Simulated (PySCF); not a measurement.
# GaF under other conditions

How does GaF answer to another spin, charge, distance or environment?

Program: PySCF 2.14.0. Level of theory: each script names its method and basis. These are calculated values, not measurements.

1 further run of the same task is left out (it didn't finish).

## (1) Starting geometry

GaF: 2 atoms, charge 0, spin multiplicity 1.

Bond lengths: Ga1–F2 2.093 Å.

## (2) The base run

The input, input.py:

```python
from pyscf import gto, scf

mol = gto.M(
    atom='Ga 0 0 0; F 0 0 2.093',
    basis='crenbl',
    ecp={'Ga': 'crenbl', 'F': 'crenbl'},
    charge=0,
    spin=0,
    symmetry=True,
    verbose=4,
)
mf = scf.RHF(mol)
mf.kernel()
mf.mulliken_pop()
mf.dip_moment()
print('orbital energies (hartree):', mf.mo_energy[..., max(0, mol.nelec[1]-3):mol.nelec[0]+3].round(4))
```

Launch:

```bash
OMP_NUM_THREADS=1 python input.py
```

The log of this run is left out.

It gives: E(SCF) = -101.479199 Eh, 10 cycles, μ = 4.90 D.

The bond length is a typed value, not an optimised one.

## (3) Bond 3.139 Å

Edit 1 changes bond length: 2.093 Å → 3.139 Å.

The input, input.py:

```python
from pyscf import gto, scf

mol = gto.M(
    atom='Ga 0 0 0; F 0 0 3.139',
    basis='crenbl',
    ecp={'Ga': 'crenbl', 'F': 'crenbl'},
    charge=0,
    spin=0,
    symmetry=True,
    verbose=4,
)
mf = scf.RHF(mol)
mf.kernel()
mf.mulliken_pop()
mf.dip_moment()
print('orbital energies (hartree):', mf.mo_energy[..., max(0, mol.nelec[1]-3):mol.nelec[0]+3].round(4))
```

Launch:

```bash
OMP_NUM_THREADS=1 python input.py
```

## (4) Electric field -0.01 a.u.

Edit 2 changes electric field: none → -0.01 a.u.; point-group symmetry: on → off.

input.py, as its differences from that of step 2:

```diff
@@ -8,3 +8,2 @@
     spin=0,
-    symmetry=True,
     verbose=4,
@@ -12,2 +11,7 @@
 mf = scf.RHF(mol)
+field = -0.01  # electric field along z, atomic units
+h = mf.get_hcore() + field*mol.intor('int1e_r')[2]
+mf.get_hcore = lambda *args: h
+e_nuc = mol.energy_nuc() - field*mol.atom_charges() @ mol.atom_coords()[:, 2]
+mf.energy_nuc = lambda *args: e_nuc
 mf.kernel()
```

## (5) Bond 1.674 Å

Edit 3 changes bond length: 2.093 Å → 1.674 Å.

input.py, as its differences from that of step 2:

```diff
@@ -3,3 +3,3 @@
 mol = gto.M(
-    atom='Ga 0 0 0; F 0 0 2.093',
+    atom='Ga 0 0 0; F 0 0 1.674',
     basis='crenbl',
```

## (6) Bond 1.946 Å

Edit 4 changes bond length: 2.093 Å → 1.946 Å.

input.py, as its differences from that of step 2:

```diff
@@ -3,3 +3,3 @@
 mol = gto.M(
-    atom='Ga 0 0 0; F 0 0 2.093',
+    atom='Ga 0 0 0; F 0 0 1.946',
     basis='crenbl',
```

Before running it: what results should come out? Wanted: for each run, E(SCF); from base; gap; SCF dipole.

**Answer**, as computed:

```csv
run,E(SCF) (hartree),from base (eV),cycles,gap (eV),SCF dipole (D)
base,-101.479199,0,10,11.32,4.90
bond 3.139 Å,-101.365957,+3.0815,10,8.41,11.71
electric field -0.01 a.u.,-101.500093,-0.5686,10,11.40,5.71
bond 1.674 Å,-101.500195,-0.5713,9,11.08,2.11
bond 1.946 Å,-101.494832,-0.4254,10,11.28,3.91
```

**Reading.** Of the runs whose energies can be compared, “bond 3.139 Å” moves the SCF energy most (+3.081 eV). With bond 3.139 Å the frontier gap moves by over 1.5 eV, which can mean another electronic state rather than the bond length alone.
